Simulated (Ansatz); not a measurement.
Write a Python script for Ansatz 0.2.0 through its Python package that makes a ladder of methods at one geometry of CH₇Al₂NSi, SMILES C=[N][AlH][SiH2][AlH2]. Use (for the species named): HSE06, def2-SVP basis, multiplicity 1. The script varies functional: hse06, hf, cam_b3lyp, lda.

```xyz
12

C    -1.2785   -1.4840    1.4366
N    -0.0935   -1.6732    1.6754
Al    1.2774   -0.5404    1.0355
Si    0.8815    1.3668   -0.2637
Al   -0.3673    0.6496   -2.1991
H    -1.6329   -0.5625    0.8357
H    -2.0596   -2.1109    1.8088
H     2.8688   -0.8769    1.3819
H    -0.0270    2.2979    0.5592
H     2.0558    2.0303   -0.6318
H    -0.7150   -0.8911   -2.3619
H    -0.8327    1.7393   -3.2427
```

`methods_ch7al2nsi.py`:
```python
"""One geometry of CH7Al2NSi, method by method."""

from pathlib import Path

import ansatz as az
import numpy as np

geometry_ang = [
    ("C", [-1.2785, -1.484, 1.4366]),
    ("N", [-0.0935, -1.6732, 1.6754]),
    ("Al", [1.2774, -0.5404, 1.0355]),
    ("Si", [0.8815, 1.3668, -0.2637]),
    ("Al", [-0.3673, 0.6496, -2.1991]),
    ("H", [-1.6329, -0.5625, 0.8357]),
    ("H", [-2.0596, -2.1109, 1.8088]),
    ("H", [2.8688, -0.8769, 1.3819]),
    ("H", [-0.027, 2.2979, 0.5592]),
    ("H", [2.0558, 2.0303, -0.6318]),
    ("H", [-0.715, -0.8911, -2.3619]),
    ("H", [-0.8327, 1.7393, -3.2427]),
]
ch7al2nsi = az.Crystal.molecule()
for symbol, xyz in geometry_ang:
    ch7al2nsi = ch7al2nsi.atom(symbol, xyz)

calc = ch7al2nsi.calculation().basis(gaussian="def2-SVP")

print("functional    E (Ha)        dipole (D)   HOMO (eV)  LUMO (eV)")
for name in ["hse06", "hf", "cam_b3lyp", "lda"]:
    report = calc.functional(name).forces().orbitals().run(runs_dir="runs").report
    lines = Path(report["orbitals_path"]).read_text().splitlines()
    field_of = lambda key: [line.split("=")[1].strip() for line in lines if line.startswith(key)]
    orbitals = [(27.211386 * float(e), s, float(n)) for e, s, n in zip(field_of("Ene="), field_of("Spin="), field_of("Occup="))]
    homo = max(e for e, _, n in orbitals if n > 0.5)
    lumo = min(e for e, _, n in orbitals if n < 0.5)
    dipole = 4.803205 * np.linalg.norm(report["charge_distribution"]["dipole_moment_e_ang"])
    print(f"{name:10s} {report['free_energy_ev'] / 27.211386246:14.6f} {dipole:9.3f} {homo:11.3f} {lumo:10.3f}")
```

```console
$ python methods_ch7al2nsi.py
functional    E (Ha)        dipole (D)   HOMO (eV)  LUMO (eV)
hse06         -870.550695     1.494      -5.905     -2.691
hf            -868.793663     1.695      -9.128      0.505
cam_b3lyp     -870.997367     1.493      -7.570     -1.295
lda           -866.904511     1.397      -5.099     -3.268
```

Notes:
- Total energies depend on the basis set; only differences at equal settings carry meaning.
- The geometry is a force-field or estimated start, not a minimum of this method, and the basis set is short of its limit. A lower total doesn't mark the better method: functionals have no common bound, and MP2 and coupled cluster aren't variational.
- Levels such as HOMO and LUMO are orbital energies: with these approximate functionals they aren't the ionisation energy and electron affinity, and their gap isn't the fundamental gap.
- hse06 follows the composition of plane-wave codes, whose totals differ by tens of mHa, up to about 0.1 Ha, from the form usual in Gaussian-basis programs (wpbeh).
- Timing: 21 s on 1 thread of Arm Neoverse V1 (shared host), peak memory 0.37 GiB.
